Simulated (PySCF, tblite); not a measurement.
**C8H11P: geometry, infrared bands and NMR shifts**

Wanted: the infrared bands and NMR shifts of C8H11P (`C=CP(C#CC)/C=C/C`), by calculation.

Programs: tblite 0.8.0 and PySCF 2.14.0, with density-fitted response routines of our own. Each step states its level of theory. These are calculated values for one molecule in the gas phase, unless marked as measured. Atoms are numbered from 0 throughout.

**1. The starting structure**

20 atoms, charge 0, multiplicity 1; geometry from: force field or distance geometry start.

Bonds of the start (Å): C0–C1 1.32, C1–P2 1.82, P2–C3 1.80, C3–C4 1.22, C4–C5 1.47, P2–C6 1.82, C6–C7 1.34, C7–C8 1.49, C0–H9 1.09, C0–H10 1.10, C1–H11 1.09, C5–H12 1.10, C5–H13 1.11, C5–H14 1.08, C6–H15 1.09, C7–H16 1.10, C8–H17 1.10, C8–H18 1.11, C8–H19 1.13.

**2. Geometry optimisation with GFN2-xTB**

What the job is given:

```
{"job": {"kind": "relax", "xc": "GFN2-xTB", "basis": "xTB"}, "charge": 0, "multiplicity": 1}
C     -0.882700     2.676800    -0.335800
C      0.150300     1.964600    -0.737300
P      0.198300     0.144300    -0.808000
C      1.853000    -0.357900    -0.316400
C      2.968400    -0.690000     0.034300
C      4.332800    -1.060300     0.422100
C     -1.068300    -0.658300     0.230300
C     -2.351800    -0.554000    -0.122300
C     -3.345000    -1.235100     0.752700
H     -1.837800     2.261400    -0.019200
H     -0.824900     3.779200    -0.317000
H      1.060100     2.502700    -1.020300
H      4.992600    -0.413800    -0.167900
H      4.501500    -0.799700     1.487700
H      4.536800    -2.116800     0.291800
H     -0.751200    -1.199500     1.125100
H     -2.653700     0.000600    -1.024200
H     -3.108200    -1.154200     1.823400
H     -3.434500    -2.317200     0.537300
H     -4.341000    -0.762200     0.521800
```

Command:

```
> OMP_NUM_THREADS=1 python probes_run.py task.json out
```

One launch serves the whole session: the jobs run in the order shown.

**Question.** This job is followed by: GFN2-xTB harmonic vibrations, gas phase; GIAO PBE0/pcSseg-1 NMR shielding, non-relativistic, gas phase. What will the session give for the following? strongest single infrared mode (GFN2-xTB); zero-point energy (GFN2-xTB); 13C shifts against TMS (PBE0/pcSseg-1); 1H shifts against TMS (PBE0/pcSseg-1, means over atoms taken as alike); 31P shifts against H3PO4 (PBE0/pcSseg-1); surface potential, 1st and 99th percentile.

The runs gave:

| quantity | value |
| --- | --- |
| strongest single infrared mode (GFN2-xTB) | 2320 cm⁻¹, 90 km/mol |
| zero-point energy (GFN2-xTB) | 98.8 kcal/mol |
| 13C shifts against TMS (PBE0/pcSseg-1) | 153.2, 148.7, 138.6, 126.8, 108.3, 83.8, 24.8, 6.2 ppm |
| 1H shifts against TMS (PBE0/pcSseg-1, means over atoms taken as alike) | 6.53, 6.33, 6.26, 5.90, 5.51, 2.14, 2.09 ppm |
| 31P shifts against H3PO4 (PBE0/pcSseg-1) | -65.3 ppm |
| surface potential, 1st and 99th percentile | -1.00 V and 0.84 V |

**Reading.** Over 112 steps the energy fell by 0.744 eV; of the close pairs, C8–H19 changed most, 1.126 to 1.090 Å. The lowest mode is slightly imaginary (10i cm⁻¹), a soft motion within the noise of the Hessian, so the minimum is not strictly shown. The strongest single mode, at 2320 cm⁻¹, moves mainly C4 and C3. GFN2-xTB is a fitted tight-binding method: band positions and strengths are rough. Its intensities can rank the bands wrongly.
